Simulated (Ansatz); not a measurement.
Crystal: NiIr3.

```xyz
4
Lattice="-1.8810 1.8810 3.8014 1.8810 -1.8810 3.8014 1.8810 1.8810 -3.8014" Properties=species:S:1:pos:R:3 pbc="T T T"
Ir    0.0000    0.0000    3.8014
Ir    1.8810    0.0000    1.9007
Ir    0.0000    1.8810    1.9007
Ni    0.0000    0.0000    0.0000
```

The cell comes from a database or a generator and needn't be the stable form of this composition.

- Program: Ansatz 0.2.0
- Task: single point
- Functional: PBEsol
- Potentials or basis: all-electron LAPW, scalar-relativistic
- Cutoff: 297 eV (chosen from the basis error)
- Basis error allowed: 0.001 eV/atom
- k mesh: 10 × 10 × 10
- Occupations: fermi-dirac, width 0.05 eV
- Spin: collinear spin, ferromagnetic start
- Starting moments: [0.6, 0.6, 0.6, 1.0] μB

On this cell: pressure -5.5 GPa; largest force under 0.003 eV/Å; net moment 0.00 μB per cell; band gap on the k mesh none (metal or under the smearing width).

The same run follows on a disturbed copy (atoms moved at random, drawn with an rms of 0.05 Å):

```
Ir Ni
1.0
    -1.88095    1.88095    3.80138
     1.88095   -1.88095    3.80138
     1.88095    1.88095   -3.80138
Ir Ni
3 1
Cartesian
  -0.0544 -0.0074 3.8772
  1.8936 0.0391 1.9272
  0.0066 1.9022 1.8878
  -0.0277 -0.0478 0.0004
```

Problem. What changes?

Solution. The energy (extrapolated to zero smearing) moves by +24.6 meV/atom; pressure -4.2 GPa; largest force 1.434 eV/Å; net moment 0.00 μB per cell; band gap on the k mesh none (metal or under the smearing width).

Forces in eV/Å, atoms in the order of the input:
```
Ir   0.550  0.161 -1.314
Ir  -0.310 -0.621  0.227
Ir  -0.360 -0.094  0.876
Ni   0.120  0.554  0.211
```

Stress tensor (GPa, compression positive):
```
-3.38 -0.08 -0.68
-0.08 -5.04 -0.53
-0.68 -0.53 -4.28
```

Caveats: the starting moments weren't kept.

The runs don't all hold the same shells in valence.
